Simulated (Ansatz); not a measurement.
**AlGaH (quartet): from Hartree-Fock to the top rungs at a displaced geometry (v1), cc-pVDZ**

Aim: climb from Hartree-Fock through coupled cluster and multireference methods for AlGaH (quartet) at one geometry and basis, and see what each rung misses.

The runs use Ansatz 0.2.0, Gaussian basis; cc-pVDZ, core rule «outside noble gas», up to 19 orbitals frozen.

The runs, in order: UHF; CCSD(T) on ROHF; CCSD(T) on UHF; BCCD(T) on ROHF; CISD as a restricted active space (open shells left free, so some higher excitations enter); CCSDT(Q) on ROHF; CCSDT(Q) on UHF; CASSCF and MRCISD+Q, 7 electrons in 9 orbitals; CASSCF and NEVPT2, 7 electrons in 9 orbitals.

27 further runs of the same task are left out: 3 for a known fault of the program, 11 that didn't finish, 13 set aside as unsound or not needed. Runs told in other sessions of the task aren't counted.

**1. The geometry**

The geometry is a PBE0/def2-TZVP stationary point (not a proven minimum) with its atoms shifted at random (size 0.040 Å). No spin-orbit coupling is included. The filled d shell of Ga may be among the frozen orbitals whatever the setting's name suggests.

3 atoms, charge 0, spin multiplicity 4.

Atoms are counted from 1 here; the program's logs count them from 0.

Bond lengths: Al1–Ga2 2.320 Å, Ga2–H3 1.603 Å. Angles: Al1–Ga2–H3 176.9°.

As a file:

```xyz
3
AlGaH
Al   -0.01543   -0.00901    2.08014
Ga   -0.01627   -0.02515   -0.23941
H     0.03170    0.03416   -1.84073
```

**2. UHF**

The input, in.yaml:

```yaml
crystal:
  periodic: [false, false, false]
  atoms:
    - {symbol: Al, position_ang: [-0.015433, -0.009008, 2.080140]}
    - {symbol: Ga, position_ang: [-0.016266, -0.025151, -0.239413]}
    - {symbol: H, position_ang: [0.031698, 0.034159, -1.840727]}
basis:
  gaussian: {orbitals: cc-pVDZ}
magnetization: {spin_polarized: true, initial_magnetization: 3}
hamiltonian: {xc: hf}
output: {orbitals: {seedname: orbitals}}
```

Command:

```bash
ansatz run in.yaml --threads 1 --pin off --events-out ev --progress --plain --max-ram 2393MiB
```

After this run come: CCSD(T) on ROHF; CCSD(T) on UHF; BCCD(T) on ROHF; CISD as a restricted active space (open shells left free, so some higher excitations enter); CCSDT(Q) on ROHF; CCSDT(Q) on UHF; CASSCF and MRCISD+Q, 7 electrons in 9 orbitals; CASSCF and NEVPT2, 7 electrons in 9 orbitals.

Q: Predict the results of all the runs planned. Wanted: UCCSDT(Q) from the RHF energy; RMP2 from UCCSDT(Q); UMP2 from UCCSDT(Q); RCCSD from UCCSDT(Q); RCCSD(T) from UCCSDT(Q); UCCSD(T) from UCCSDT(Q); RCCSDT(Q) from UCCSDT(Q); NEVPT2 valence from UCCSDT(Q); MRCISD+Q valence from UCCSDT(Q).

The runs gave:

| quantity | value |
| --- | --- |
| UCCSDT(Q) from the ROHF energy | -3.1788 eV |
| RMP2 from UCCSDT(Q) | +19.88 kcal/mol |
| UMP2 from UCCSDT(Q) | +19.96 kcal/mol |
| RCCSD from UCCSDT(Q) | +4.36 kcal/mol |
| RCCSD(T) from UCCSDT(Q) | +1.26 kcal/mol |
| UCCSD(T) from UCCSDT(Q) | +1.15 kcal/mol |
| RCCSDT(Q) from UCCSDT(Q) | +0.12 kcal/mol |
| NEVPT2 valence from UCCSDT(Q) | +11.55 kcal/mol |
| MRCISD+Q valence from UCCSDT(Q) | -0.03 kcal/mol |
| levels within 1 kcal/mol (43 meV) | RCCSDT, UCCSDT, RCCSDT(Q), MRCISD+Q valence |
| T1 diagnostic | 0.039 |
| effectively unpaired electrons | 3.03 |

RCCSD(T) lands +1.26 kcal/mol from the yardstick (1.7 % of the correlation energy). One determinant dominates. Of the multireference levels listed MRCISD+Q valence comes nearest in total energy (-0.03 kcal/mol), which doesn't show that its space is the better one. These misses are within one basis, not against nature; the frozen cores of restricted and unrestricted runs differ, which can shift their rows.
